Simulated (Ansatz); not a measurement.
# C₂H₆F₂Ge: a ladder of functionals and wavefunction methods

An exercise on one series of results from a longer session: the logs are not shown, and one member is left open.

The runs use Ansatz 0.2.0, Gaussian basis; functionals in def2-TZVPP, the program's frozen cores in correlated methods.

Levels to be run: PBE-D4, r2SCAN-D4, PBE0-D4, B3LYP-D4, ωB97X-V, ωB97M-V, B2PLYP; CCSD(T)/def2-TZVPP; MP2/def2-QZVPP; extrapolation to the limit.

**Structure used throughout**

An earlier PBE0-D4 in a triple-zeta def2 set relaxation fixed the geometry.

SMILES `FC[CH2][GeH2][F]`, 11 atoms, charge 0, spin multiplicity 1.

Atoms are counted from 1 here; the program's logs count them from 0.

Bond lengths: F1–C2 1.387 Å, C2–C3 1.505 Å, C2–H6 1.093 Å, C2–H7 1.095 Å, C3–Ge4 1.948 Å, C3–H8 1.093 Å, C3–H9 1.094 Å, Ge4–F5 1.748 Å, Ge4–H10 1.537 Å, Ge4–H11 1.535 Å. Angles: F1–C2–C3 110.1°, F1–C2–H6 107.5°, F1–C2–H7 107.2°, C3–C2–H6 111.4°, C3–C2–H7 111.7°, H6–C2–H7 108.8°, C2–C3–Ge4 112.6°, C2–C3–H8 110.3°, C2–C3–H9 110.3°, Ge4–C3–H8 107.8°, Ge4–C3–H9 108.0°, H8–C3–H9 107.7°, C3–Ge4–F5 105.9°, C3–Ge4–H10 113.4°, C3–Ge4–H11 112.7°, F5–Ge4–H10 105.5°, F5–Ge4–H11 106.2°, H10–Ge4–H11 112.4°.

Set-up of the first run:

File in.yaml:

```yaml
crystal:
  periodic: [false, false, false]
  atoms:
    - {symbol: F, position_ang: [-0.909227, 1.502107, 1.925712]}
    - {symbol: C, position_ang: [0.000709, 0.846198, 1.110672]}
    - {symbol: C, position_ang: [-0.724815, 0.098317, 0.024018]}
    - {symbol: Ge, position_ang: [0.488279, -0.844986, -1.173535]}
    - {symbol: F, position_ang: [1.410111, -1.931505, -0.161872]}
    - {symbol: H, position_ang: [0.580243, 0.168756, 1.743603]}
    - {symbol: H, position_ang: [0.673010, 1.605913, 0.699062]}
    - {symbol: H, position_ang: [-1.404369, -0.638518, 0.459619]}
    - {symbol: H, position_ang: [-1.323805, 0.789205, -0.577421]}
    - {symbol: H, position_ang: [1.524760, 0.074517, -1.839269]}
    - {symbol: H, position_ang: [-0.249395, -1.727002, -2.190089]}
basis:
  gaussian: {orbitals: def2-TZVPP}
hamiltonian: {xc: pbe, dispersion: d4}
output: {forces: true, orbitals: {seedname: orbitals}}
```

On the command line:

```bash
$ ansatz run in.yaml --threads 4 --pin off --events-out ev --progress --plain --max-ram 10444MiB
```

Among the steps run: PBE-D4 (GGA); r2SCAN-D4 (meta-GGA); PBE0-D4 (hybrid); B3LYP-D4 (hybrid); ωB97X-V (range-separated); ωB97M-V (range-separated); B2PLYP (double hybrid); CCSD(T) in def2-TZVPP; MP2 in def2-QZVPP.

One table of the session follows, with a row left open; its other results are not shown here.

```
            method  atomisation energy (kJ/mol)
            PBE-D4                       3994.7
         r2SCAN-D4                       3942.1
           PBE0-D4                       3924.0
          B3LYP-D4                       3915.5
           ωB97X-V                       3949.8
           ωB97M-V                       3929.5
            B2PLYP                       3890.6
     HF/def2-TZVPP                       2887.9
    MP2/def2-TZVPP                            ?
   CCSD/def2-TZVPP                       3805.9
CCSD(T)/def2-TZVPP                       3859.3
           MP2/CBS                       4006.2
       CCSD(T)/CBS                       3945.4
```

**Question.** Estimate the row for MP2/def2-TZVPP.

As computed: atomisation energy (kJ/mol): 3920.1. In the column «atomisation energy (kJ/mol)» it lies between B3LYP-D4 (3915.5) and PBE0-D4 (3924.0).
